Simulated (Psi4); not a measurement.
**triplet BHSClF at UCCSD/def2-SVPD**

Aim: the energy of triplet BHSClF. 

The calculation is run with Psi4 1.11.

### Step 1. The system as given

BHSClF has 5 atoms, charge 0, and is taken as a triplet. SMILES of the parent species: `FB(S)Cl`. The shape is that of a PBE0-D4/def2-TZVP optimisation. This is one conformer, not always the lowest. That shape belongs to the parent species and isn't relaxed for this state.

Bond lengths: F1–B2 1.319 Å, B2–S3 1.794 Å, B2–Cl4 1.749 Å, S3–H5 1.344 Å. Angles: F1–B2–S3 121.9°, F1–B2–Cl4 118.8°, S3–B2–Cl4 119.3°, B2–S3–H5 95.1°.

### Step 2. The energy at UCCSD/def2-SVPD

File bclfhs.json:

```json
{
  "schema_name": "qcschema_input",
  "schema_version": 1,
  "molecule": {
    "schema_name": "qcschema_molecule",
    "schema_version": 2,
    "symbols": ["F", "B", "S", "Cl", "H"],
    "geometry": [-1.00155485, -2.20436552, 1.35096521, -0.80332258, -0.28534864, -0.22601124, 2.0023538, 1.60815693, -0.39873221, -3.35672052, 0.42405454, -2.20153094, 3.25354147, 0.31841885, 1.39688555],
    "molecular_charge": 0,
    "molecular_multiplicity": 3,
    "fix_symmetry": "c1"
  },
  "driver": "energy",
  "model": {
    "method": "ccsd",
    "basis": "def2-SVPD"
  },
  "keywords": {
    "reference": "uhf",
    "puream": true,
    "e_convergence": 1e-09,
    "d_convergence": 1e-08,
    "scf_type": "pk",
    "num_frozen_docc": 12,
    "maxiter": 200
  }
}
```

The run is started by

```console
$ psi4 --qcschema bclfhs.json -n 1 --memory 1600MB
```

stdout:

```text
[...]
  Running in c1 symmetry.
[...]
  Nuclear repulsion =  184.437112368084115
[...]
  Multiplicity = 3
[...]
  Nalpha       = 25
  Nbeta        = 23
[...]
    Number of basis functions: 105
[...]
   @UHF iter   1:  -981.23256103079859   -1.44740e-01   3.40470e-03 ADIIS/DIIS
[...]
   @UHF iter  15:  -981.31524535614631   -1.39835e-11   9.84945e-09 DIIS
[...]
   @S^2 Observed:                2.023018807E+00
[...]
    Orbital Energies [Eh]
    ---------------------
    Alpha Occupied:
       1A   -104.772744     2A    -92.078875     3A    -26.270442
       4A    -10.533204     5A     -9.108143     6A     -8.007425
       7A     -8.006790     8A     -8.005643     9A     -7.652358
      10A     -6.810338    11A     -6.791942    12A     -6.789153
      13A     -1.571337    14A     -1.131166    15A     -1.075421
      16A     -0.762996    17A     -0.694730    18A     -0.691986
      19A     -0.679091    20A     -0.592415    21A     -0.589000
      22A     -0.517538    23A     -0.468998    24A     -0.441245
      25A     -0.201899
    Alpha Virtual:
[...]
  @UHF Final Energy:  -981.31524535614631
   => Energetics <=
    Nuclear Repulsion Energy =            184.4371123680841151
    One-Electron Energy =               -1724.1849243756332726
    Two-Electron Energy =                 558.4325666514027944
    Total Energy =                       -981.3152453561463062
  UHF NO Occupations:
  HONO-2 :   23  A 1.9939518
  HONO-1 :   24  A 1.0000000
[...]
 Multipole Moments:
 ------------------------------------------------------------------------------------
     Multipole            Electronic (a.u.)      Nuclear  (a.u.)        Total (a.u.)
 ------------------------------------------------------------------------------------
 L = 1.  Multiply by 2.5417464519 to convert [e a0] to [Debye]
 Dipole X            :         -1.3845966            3.3949842            2.0103876
 Dipole Y            :         -0.6693552            1.4345763            0.7652211
 Dipole Z            :         -0.1479887            0.5429553            0.3949665
 Magnitude           :                                                    2.1870574
[...]
      * MP2 total energy                      = -981.852281031302709
[...]
      * CCSD total energy                     = -981.890833997738696
[...]
```

The result, in JSON:

```text
{
 "driver": "energy",
 "model": {
  "method": "ccsd",
  "basis": "def2-SVPD"
 },
 "success": true,
 "return_result": -981.8908339977387,
 "properties": {
  "calcinfo_nbasis": 105,
  "calcinfo_nmo": 105,
  "calcinfo_nalpha": 25,
  "calcinfo_nbeta": 23,
  "calcinfo_natom": 5,
  "nuclear_repulsion_energy": 184.43711236808412,
  "return_energy": -981.8908339977387,
  "scf_one_electron_energy": -1724.1849243756333,
  "scf_two_electron_energy": 558.4325666514028,
  "scf_dipole_moment": [2.0103875574998975, 0.7652211056902025, 0.39496651325343546],
  "scf_total_energy": -981.3152453561463,
  "scf_iterations": 15,
  "mp2_same_spin_correlation_energy": -0.1462597083663112,
  "mp2_opposite_spin_correlation_energy": -0.3907759667778005,
  "mp2_singles_energy": -1.4701714481902477e-26,
  "mp2_doubles_energy": -0.5370356751441117,
  "mp2_correlation_energy": -0.5370356751441117,
  "mp2_total_energy": -981.8522810313027,
  "ccsd_same_spin_correlation_energy": -0.13756999123126473,
  "ccsd_opposite_spin_correlation_energy": -0.43801865034884735,
  "ccsd_singles_energy": -1.8266084558366277e-16,
  "ccsd_doubles_energy": -0.5755886415801121,
  "ccsd_correlation_energy": -0.5755886415801122,
  "ccsd_total_energy": -981.8908339977387,
  "ccsd_iterations": 29
 }
}
```

It took 1.9 min on 1 thread of Intel Xeon 6975P-C (Granite Rapids), shared host; peak memory 0.93 GiB.

### Step 3. What came out

At UCCSD/def2-SVPD, 12 core orbitals frozen:

```
                                                  quantity          value
                                              total energy  -981.89083 Eh
HOMO energy (Hartree–Fock orbitals) (highest over α and β)       -5.49 eV
 LUMO energy (Hartree–Fock orbitals) (lowest over α and β)       -2.30 eV
              correlation energy (12 core orbitals frozen)     -575.6 mEh
                         ⟨S²⟩ of the reference determinant          2.023
                                             T1 diagnostic          0.027
```
